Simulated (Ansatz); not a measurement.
# CHBOS: taking an electron away

The task here is to estimate one member of a computed series from the others.

Method: unrestricted cation, the program's frozen cores in correlated methods; program: Ansatz 0.2.0, Gaussian basis.

Plan: UKS PBE-D4/def2-TZVPP; UKS r2SCAN-D4/def2-TZVPP; UKS PBE0-D4/def2-TZVPP; UKS B3LYP-D4/def2-TZVPP; UKS wB97X-V/def2-TZVPP; UKS wB97M-V/def2-TZVPP; UKS B2PLYP/def2-TZVPP; UHF-CCSD(T)/def2-TZVPP; UHF-MP2/def2-QZVPP; extrapolation to the limit; then −ε(HOMO) from the neutral's earlier runs with LDA (SPW92), PBE-D4, revPBE-D4, BLYP-D4, r2SCAN-D4, B97M-V, PBE0-D4, B3LYP-D4, r2SCANh-D4, r2SCAN0-D4, HSE06-D4, BHLYP-D4, CAM-B3LYP-D4, LC-ωPBE, ωB97X-V, ωB97M-V.

## Structure used throughout

The geometry comes from an earlier relaxation with PBE0-D4 in a triple-zeta def2 set; it is a stationary point.

SMILES `S=C1BO1`, 5 atoms, charge 0, spin multiplicity 1.

Atoms are counted from 1 here; the program's logs count them from 0.

Bond lengths: S1–C2 1.582 Å, C2–B3 1.481 Å, C2–O4 1.425 Å, B3–O4 1.361 Å, B3–H5 1.181 Å. Angles: S1–C2–B3 172.0°, S1–C2–O4 132.2°, B3–C2–O4 55.8°, C2–B3–O4 60.0°, C2–B3–H5 163.2°, O4–B3–H5 136.8°, C2–O4–B3 64.2°.

Geometry (Å):

```xyz
5

S    -2.1289   -0.7174    0.1723
C    -0.6371   -0.2056    0.0432
B     0.6771    0.4613   -0.1020
O     0.6156   -0.8833    0.0970
H     1.5232    1.2713   -0.2519
```

Set-up of the first run:

Input file in.yaml:

```yaml
crystal:
  periodic: [false, false, false]
  atoms:
    - {symbol: S, position_ang: [-2.128908, -0.717401, 0.172294]}
    - {symbol: C, position_ang: [-0.637142, -0.205599, 0.043221]}
    - {symbol: B, position_ang: [0.677124, 0.461341, -0.102017]}
    - {symbol: O, position_ang: [0.615588, -0.883303, 0.097039]}
    - {symbol: H, position_ang: [1.523237, 1.271262, -0.251937]}
basis:
  gaussian: {orbitals: def2-TZVPP}
total_charge: 1
magnetization: {spin_polarized: true, initial_magnetization: 1}
hamiltonian: {xc: pbe, dispersion: d4}
```

Command:

```console
> ansatz run in.yaml --threads 2 --pin off --events-out ev --progress --plain --max-ram 4352MiB
```

Among the steps run: Cation, UKS PBE-D4/def2-TZVPP; Cation, UKS r2SCAN-D4/def2-TZVPP; Cation, UKS PBE0-D4/def2-TZVPP; Cation, UKS B3LYP-D4/def2-TZVPP; Cation, UKS wB97X-V/def2-TZVPP; Cation, UKS wB97M-V/def2-TZVPP; Cation, UKS B2PLYP (frozen core)/def2-TZVPP; Cation, UHF-CCSD(T)/def2-TZVPP; Cation, UHF-MP2/def2-QZVPP.

One table of the session follows, with a row left open; its other results are not shown here.

Orbital estimates, from the neutral's runs:

```
  functional  −ε(HOMO) (eV)
 LDA (SPW92)           5.89
      PBE-D4           5.73
   revPBE-D4           5.68
     BLYP-D4           5.58
   r2SCAN-D4              ?
      B97M-V           5.98
     PBE0-D4           6.92
    B3LYP-D4           6.69
  r2SCANh-D4           6.39
  r2SCAN0-D4           7.06
    HSE06-D4           6.52
    BHLYP-D4           7.97
CAM-B3LYP-D4           8.22
     LC-ωPBE           9.58
     ωB97X-V           9.21
     ωB97M-V           9.05
```

Q: Estimate the row for r2SCAN-D4 from the others.

Worked estimate for «−ε(HOMO) (eV)». Against the share of exact exchange, r2SCANh-D4 (0.1, 6.39), r2SCAN0-D4 (0.25, 7.06) give a slope of 4.47 per unit share; at 0 the line stands at 5.94.

**Answer.** −ε(HOMO) (eV): 5.95. In «−ε(HOMO) (eV)» the line misses by -0.01.
